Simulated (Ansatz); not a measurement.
# Ca2HN: the cost of one run

Method: DFT, PBE, plane-wave PAW, default files, scalar-relativistic, as far as a step names no other, in Ansatz 0.2.0.

The COD entry's cell or inner coordinates are ideal or old and differ from later refinements, so a difference from it is no clean test against experiment.

1 further run of the same task is left out (it didn't finish).

### 1 The starting structure

The structure is cubic, space group Fd-3m (No. 227). Conventional cell: a = 10.130 Å, b = 10.130 Å, c = 10.130 Å, α = 90.00°, β = 90.00°, γ = 90.00°. Ca (site symmetry 3m) is surrounded by 3 N at 2.53 Å and 3 H at 2.53 Å. H (site symmetry -3m) has 6 Ca at 2.53 Å as nearest neighbours. Around N (site symmetry -3m) lie 6 Ca at 2.53 Å.

Structure file:

```xyz
16
Lattice="0.0000 5.0650 5.0650 5.0650 0.0000 5.0650 5.0650 5.0650 0.0000" Properties=species:S:1:pos:R:3 pbc="T T T"
Ca    8.8638    8.8638    8.8638
Ca    3.7988    6.3313    6.3313
Ca    6.3313    6.3313    8.8638
Ca    6.3313    3.7988    6.3313
Ca    8.8638    6.3313    6.3313
Ca    3.7988    3.7988    3.7988
Ca    6.3313    8.8638    6.3313
Ca    6.3313    6.3313    3.7988
H     6.3313    6.3313    6.3313
H     6.3313    3.7988    3.7988
H     3.7988    3.7988    6.3313
H     3.7988    6.3313    3.7988
N     1.2663    1.2663    1.2663
N     1.2663    3.7988    3.7988
N     3.7988    3.7988    1.2663
N     3.7988    1.2663    3.7988
```

### 2 First run, atoms as given

The input, input.yaml:

```yaml
crystal:
  lattice:
    - [0.0, 5.065, 5.065]
    - [5.065, 0.0, 5.065]
    - [5.065, 5.065, 0.0]
  atoms:
    - { symbol: Ca, position: [0.875, 0.875, 0.875] }
    - { symbol: Ca, position: [0.875, 0.375, 0.375] }
    - { symbol: Ca, position: [0.875, 0.875, 0.375] }
    - { symbol: Ca, position: [0.375, 0.875, 0.375] }
    - { symbol: Ca, position: [0.375, 0.875, 0.875] }
    - { symbol: Ca, position: [0.375, 0.375, 0.375] }
    - { symbol: Ca, position: [0.875, 0.375, 0.875] }
    - { symbol: Ca, position: [0.375, 0.375, 0.875] }
    - { symbol: H, position: [0.625, 0.625, 0.625] }
    - { symbol: H, position: [0.125, 0.625, 0.625] }
    - { symbol: H, position: [0.625, 0.625, 0.125] }
    - { symbol: H, position: [0.625, 0.125, 0.625] }
    - { symbol: "N", position: [0.125, 0.125, 0.125] }
    - { symbol: "N", position: [0.625, 0.125, 0.125] }
    - { symbol: "N", position: [0.125, 0.125, 0.625] }
    - { symbol: "N", position: [0.125, 0.625, 0.125] }
kpoints:
  mp_grid: { grid: [5, 5, 5] }
scf:
  occupations: { method: fermi_dirac, width: 0.05 }
hamiltonian:
  xc: pbe
  pseudopotentials: { kind: paw }
output:
  forces: true
  stress: true
  populations: true
  efg:
    quadrupole_moments_barn: { Ca: -0.0408, H: 0.00285783, "N": 0.02044 }
    contact_densities: true
```

The run is started by

```sh
$ ansatz run input.yaml --threads 1 --pin off --max-ram 2560MiB --backend cpu --events-out ev --progress --plain --runs-dir out
```

What time and memory should one allow on 1 thread of Intel Xeon Platinum 8375C at 2.90GHz (Ice Lake), shared host?

About 12 s, with a peak of 0.62 GiB.
